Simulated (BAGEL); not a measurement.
# ZnBH3O (SMILES [BH2][Zn][OH]): B3LYP/cc-pVDZ (density fitting with qzvpp-jkfit)

Aim: the energy change on altering one bond length of ZnBH3O at B3LYP/cc-pVDZ (density fitting with qzvpp-jkfit), from 2 runs. 

Program for the calculation: BAGEL 1.2.2.

4 further runs of the same task are left out: 4 that didn't finish. Runs told in other sessions of the task aren't counted.

### Step 1. The system as given

The species is ZnBH3O (6 atoms), meant as a singlet with charge 0. As SMILES, `[BH2][Zn][OH]`. The shape is that of a PBE0-D4/def2-TZVP optimisation.

Bond lengths: B1–Zn2 2.036 Å, Zn2–O3 1.783 Å, B1–H4 1.197 Å, B1–H5 1.197 Å, O3–H6 0.958 Å. Angles: B1–Zn2–O3 176.1°, Zn2–B1–H4 122.1°, Zn2–B1–H5 121.9°, Zn2–O3–H6 118.1°, H4–B1–H5 116.0°.

### Step 2. A single-point energy at B3LYP/cc-pVDZ (density fitting with qzvpp-jkfit)

Input file input.json:

```json
{ "bagel" : [

{
  "title" : "molecule",
  "basis" : "cc-pvdz.json",
  "df_basis" : "qzvpp-jkfit",
  "angstrom" : true,
  "geometry" : [
    { "atom" : "B", "xyz" : [      -1.105600,       0.409400,      -0.906500 ] },
    { "atom" : "Zn", "xyz" : [       0.421100,      -0.026500,       0.368400 ] },
    { "atom" : "O", "xyz" : [       1.765400,      -0.289800,       1.510000 ] },
    { "atom" : "H", "xyz" : [      -1.663900,      -0.437200,      -1.543000 ] },
    { "atom" : "H", "xyz" : [      -1.498500,       1.529200,      -1.064800 ] },
    { "atom" : "H", "xyz" : [       2.081400,      -1.185100,       1.636000 ] }
  ]
},

{ "title" : "ks", "xc_func" : "b3lyp" },

{ "title" : "print", "file" : "orbitals.molden", "orbitals" : true }

]}
```

The basis set cc-pVDZ is read from a file made from the Basis Set Exchange's data (not shown).

Command:

```bash
$ BAGEL_NUM_THREADS=1 BAGEL input.json > input.out
```

What it wrote:

```text
* using 1 threads per process

  ===============================================================
  ===============================================================

  *** Geometry ***

  { "atom" : "B", "xyz" : [     -2.089281,      0.773654,     -1.713037 ] },
  { "atom" : "Zn", "xyz" : [      0.795764,     -0.050078,      0.696175 ] },
  { "atom" : "O", "xyz" : [      3.336123,     -0.547643,      2.853486 ] },
  { "atom" : "H", "xyz" : [     -3.144315,     -0.826188,     -2.915847 ] },
  { "atom" : "H", "xyz" : [     -2.831755,      2.889769,     -2.012180 ] },
  { "atom" : "H", "xyz" : [      3.933276,     -2.239514,      3.091592 ] },

  Number of auxiliary basis functions:      470

  Since a DF basis is specified, we compute 2- and 3-index integrals:
    o Being stored without compression. Storage requirement is 0.028 GB

  Number of basis functions:       86
  Number of electrons      :       46

    * METHOD: MOLECULE                             0.30

  *** Kohn-Sham DFT ***

    * Removing 8802 points whose weight is below 1.00e-10
    * Grid points: 80634

  === Nuclear Repulsion ===
   145.2752206503

       - DIIS with orbital gradients will be used.

  === KS iteration (b3lyp / cc-pvdz.json) ===
      0      -1640.26865138          0.15877242           0.30
      1      -1664.74112043          0.22054569           0.30
      2      -1658.65152220          0.24288344           0.30
      3      -1858.78061073          0.20276772           0.30
      4      -1857.73058659          0.20789316           0.29
      5      -1859.99139857          0.18902963           0.29
      6      -1844.30283181          0.27046659           0.29
      7      -1701.27558724          0.39710635           0.29
      8      -1827.34242150          0.17347755           0.29
      9      -1868.82201575          0.13590314           0.30
     10      -1873.36894458          0.14229898           0.29
     11      -1871.53517001          0.12566436           0.29
     12      -1875.06448270          0.12329834           0.29
     13      -1874.61855525          0.12643173           0.29
     14      -1821.74340987          0.18808328           0.29
     15      -1877.37803078          0.10212711           0.29
     16      -1877.56221507          0.10436018           0.29
     17      -1873.42123287          0.11942617           0.29
     18      -1873.30869824          0.11933861           0.28
     19      -1877.20803297          0.10500584           0.29
     20      -1821.97719896          0.19172929           0.29
     21      -1877.41889519          0.10189886           0.30
     22      -1879.31765430          0.07828329           0.30
     23      -1874.87105693          0.09384133           0.29
     24      -1880.66712829          0.04488872           0.30
     25      -1876.88528426          0.09993528           0.30
     26      -1881.24202742          0.01386411           0.31
     27      -1881.34088688          0.00177991           0.30
     28      -1881.34215394          0.00054786           0.30
     29      -1881.34226802          0.00007537           0.30
     30      -1881.34227085          0.00004276           0.29
     31      -1881.34227143          0.00001623           0.29
     32      -1881.34227146          0.00000773           0.30
     33      -1881.34227149          0.00000148           0.30
     34      -1881.34227149          0.00000025           0.30
     35      -1881.34227149          0.00000007           0.31
     36      -1881.34227149          0.00000005           0.31
     37      -1881.34227149          0.00000003           0.31
     38      -1881.34227149          0.00000001           0.31
    * SCF iteration converged.

    * Permanent dipole moment:
           (    0.282777,     0.440292,     0.324379) a.u.

    * METHOD: KS                                  11.99

    * METHOD: PRINT                                0.02

  ===============================================================
```

It took 13 s on 1 thread of Arm Neoverse V1, shared host; peak memory 0.35 GiB.

### Step 3. The distorted shape at the same level

Input file input.json:

```json
{ "bagel" : [

{
  "title" : "molecule",
  "basis" : "cc-pvdz.json",
  "df_basis" : "qzvpp-jkfit",
  "angstrom" : "true",
  "geometry" : [
    { "atom" : "B", "xyz" : [   -0.909136,   -0.150539,   -0.827345 ] },
    { "atom" : "Zn", "xyz" : [    0.617564,   -0.586439,    0.447555 ] },
    { "atom" : "O", "xyz" : [    1.961864,   -0.849739,    1.589155 ] },
    { "atom" : "H", "xyz" : [   -1.467436,   -0.997139,   -1.463845 ] },
    { "atom" : "H", "xyz" : [   -1.498500,    1.529200,   -1.064800 ] },
    { "atom" : "H", "xyz" : [    2.277864,   -1.745039,    1.715155 ] }
  ]
},
{ "title" : "ks", "xc_func" : "b3lyp" },
{ "title" : "print", "file" : "orbitals.molden", "orbitals" : "true" }

]}
```

The basis set cc-pVDZ is read from a file made from the Basis Set Exchange's data (not shown).

Command:

```bash
$ BAGEL_NUM_THREADS=1 BAGEL input.json > input.out
```

What it wrote:

```text
* using 1 threads per process

  ===============================================================
  ===============================================================

  *** Geometry ***

  { "atom" : "B", "xyz" : [     -1.718018,     -0.284477,     -1.563455 ] },
  { "atom" : "Zn", "xyz" : [      1.167027,     -1.108209,      0.845756 ] },
  { "atom" : "O", "xyz" : [      3.707386,     -1.605774,      3.003068 ] },
  { "atom" : "H", "xyz" : [     -2.773052,     -1.884320,     -2.766266 ] },
  { "atom" : "H", "xyz" : [     -2.831755,      2.889769,     -2.012180 ] },
  { "atom" : "H", "xyz" : [      4.304539,     -3.297646,      3.241173 ] },

  Number of auxiliary basis functions:      470

  Since a DF basis is specified, we compute 2- and 3-index integrals:
    o Being stored without compression. Storage requirement is 0.028 GB

  Number of basis functions:       86
  Number of electrons      :       46

    * METHOD: MOLECULE                             0.30

  *** Kohn-Sham DFT ***

    * Removing 8316 points whose weight is below 1.00e-10
    * Grid points: 81120

  === Nuclear Repulsion ===
   143.5728979832

       - DIIS with orbital gradients will be used.

  === KS iteration (b3lyp / cc-pvdz.json) ===
      0      -1640.81943765          0.15887970           0.30
      1      -1666.70353385          0.21989866           0.29
      2      -1656.81902865          0.22193253           0.29
      3      -1871.25465777          0.12212844           0.29
      4      -1851.93847714          0.23654610           0.29
      5      -1852.18626968          0.24155772           0.29
      6      -1852.28365630          0.24793019           0.30
      7      -1814.58371951          0.22984184           0.30
      8      -1880.87135522          0.03493603           0.31
      9      -1876.26390174          0.10098092           0.30
     10      -1881.19398447          0.01217299           0.30
     11      -1881.26307129          0.00714549           0.29
     12      -1881.27609247          0.00234107           0.29
     13      -1881.27920277          0.00044059           0.29
     14      -1881.27932347          0.00021182           0.29
     15      -1881.27935923          0.00004890           0.30
     16      -1881.27936041          0.00001729           0.30
     17      -1881.27936053          0.00000442           0.29
     18      -1881.27936053          0.00000448           0.29
     19      -1881.27936054          0.00000252           0.29
     20      -1881.27936054          0.00000025           0.29
     21      -1881.27936054          0.00000020           0.29
     22      -1881.27936054          0.00000004           0.29
     23      -1881.27936054          0.00000002           0.29
     24      -1881.27936054          0.00000000           0.29
    * SCF iteration converged.

    * Permanent dipole moment:
           (    0.082990,     0.816806,     0.211417) a.u.

    * METHOD: KS                                   7.80

    * METHOD: PRINT                                0.02

  ===============================================================
```

It took 8.4 s on 1 thread of Arm Neoverse V1, shared host; peak memory 0.35 GiB.

### Step 4. What came out

Level: B3LYP/cc-pVDZ (density fitting with qzvpp-jkfit).

| quantity | value |
| --- | --- |
| first shape: total energy | -1881.34227 Eh |
| first shape: dipole moment | 1.56 D |
| first shape: HOMO energy | -7.45 eV |
| first shape: LUMO energy | -2.67 eV |
| first shape: HOMO–LUMO gap | 4.78 eV |
| distorted shape: total energy | -1881.27936 Eh |
| distorted shape: dipole moment | 2.15 D |
| distorted shape: HOMO energy | -7.39 eV |
| distorted shape: LUMO energy | -2.91 eV |
| distorted shape: HOMO–LUMO gap | 4.48 eV |
| energy change with the B1–H5 bond stretched from 1.197 to 1.796 Å | 1.712 eV |

With the B1–H5 bond stretched from 1.197 to 1.796 Å the energy rises by 1.71 eV (39 kcal/mol). The first shape isn't relaxed at this level, so the change isn't measured from a minimum.
